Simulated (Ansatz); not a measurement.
Working through a projected density of states of LuSe, space group Fm-3m

With the Python package of Ansatz (0.2.0).

Notebook, run cell by cell (the value of a cell's last expression is shown):

In [1]:
```python
import ansatz as az
import matplotlib.pyplot as plt
import numpy as np

XC = 'pbesol'
CUTOFF = 510
K_DENSITY = 3.8
OCCUPATIONS = 'Fermi-Dirac'
SMEARING_WIDTH = 0.05
EXTRA_BANDS = 10
```

In [2]:
```python
luse = (
    az.Lattice.of([0.0, 2.788, 2.788], [2.788, 0.0, 2.788], [2.788, 2.788, 0.0])
    .atom('Lu', [0.0, 0.0, 0.0])
    .atom('Se', [0.5, 0.5, 0.5])
)
```

In [3]:
```python
len(luse.resolved().sites)
```
Out [3]:
```text
2
```

In [4]:
```python
model = luse.calculation()
model = model.functional(XC)
model = model.basis(CUTOFF)
model = model.kpoints(density=K_DENSITY)
model = model.occupations(OCCUPATIONS, width=SMEARING_WIDTH)
model = model.scf(extra_bands=EXTRA_BANDS)
model = model.density_of_states(projected=True, energy_step=0.1)
def show(event):
    row = event['data']
    if event['event'] == 'scf_iter' and row.get('harris_foulkes_ev') is not None:
        print(f'  iteration {row["iter"]:3d}  Harris-Foulkes {row["harris_foulkes_ev"]:.5f} eV  residual {row["dr2_ev"]:.2e}')
```

In [5]:
```python
done = model.session().plan().execute(on_event=show)
data = done.report
```
```text
  iteration   1  Harris-Foulkes -20038.93144 eV  residual 3.20e-03
  iteration   2  Harris-Foulkes -20038.92882 eV  residual 2.45e-04
  iteration   3  Harris-Foulkes -20038.92882 eV  residual 7.95e-05
  iteration   4  Harris-Foulkes -20038.92881 eV  residual 1.55e-05
  iteration   5  Harris-Foulkes -20038.92881 eV  residual 2.45e-06
  iteration   6  Harris-Foulkes -20038.92882 eV  residual 1.43e-07
  iteration   7  Harris-Foulkes -20038.92882 eV  residual 2.75e-09
```

In [6]:
```python
data['kpoints_frac'][:4]
```
Out [6]:
```text
[[0.0, 0.0, 0.0], [0.0, 0.0, 0.125], [0.0, 0.0, 0.25], [0.0, 0.0, 0.375]]
```

In [7]:
```python
dos = done.density_of_states()
energy = np.asarray(dos.energies_ev) - dos.fermi_ev
curves = {}
for site in done.projected_density_of_states().sites:
    for shell in site.shells:
        weight = sum(np.sum(curve.g_bin_mean_per_ev, axis=0) for curve in shell.curves)
        name = f'{site.species} {shell.label}'
        curves[name] = curves.get(name, 0) + weight
```

In [8]:
```python
window = (energy > -10) & (energy < 4)
fig, ax = plt.subplots(figsize=(5.5, 3.5))
for name, g in curves.items():
    if g[window].max() > 0.05:
        ax.plot(energy[window], g[window], label=name, lw=1)
        print(f'{name:8s} peak {g[window].max():7.3f} states/eV at {energy[window][g[window].argmax()]:6.2f} eV')
ax.set(xlabel='E - E_F (eV)', ylabel='states/eV')
ax.legend(fontsize=7)
fig.tight_layout()
fig.savefig('pdos.png', dpi=100)
```
```text
Lu 6S    peak   0.773 states/eV at   1.83 eV
Lu 5D    peak   3.097 states/eV at   3.53 eV
Lu 4F    peak  99.977 states/eV at  -6.07 eV
Se 4S    peak   0.178 states/eV at   3.53 eV
Se 4P    peak   3.661 states/eV at  -4.97 eV
```

Absolute energies stand on the zero of these potentials, so only differences at equal settings mean something. A total without «per atom» is that of the cell as typed. For a metal this k-point mesh is coarse: on a finer one energies can move by several to tens of meV an atom and pressures by half a GPa or more, differences at one mesh by less. Peaks are the largest values inside the energy window taken; deeper bands lie outside it. The structure is a deposited one; some such entries were measured under pressure or heat, so a shift against it needn't be the functional's error alone. Curves are summed over the cell's atoms. Only shells that the potentials hold have channels, so projections don't add up to the total, least of all where a shell is missing (p of most metals); heights and places of peaks move with the mesh. The density of states is complete only as far up as bands were computed. The whole script took 4.4 s on 1 thread of Arm Neoverse V1, with other jobs on the host, peak memory 0.45 GiB.

(Lines on the test bed's own set-up are left out of the output.)
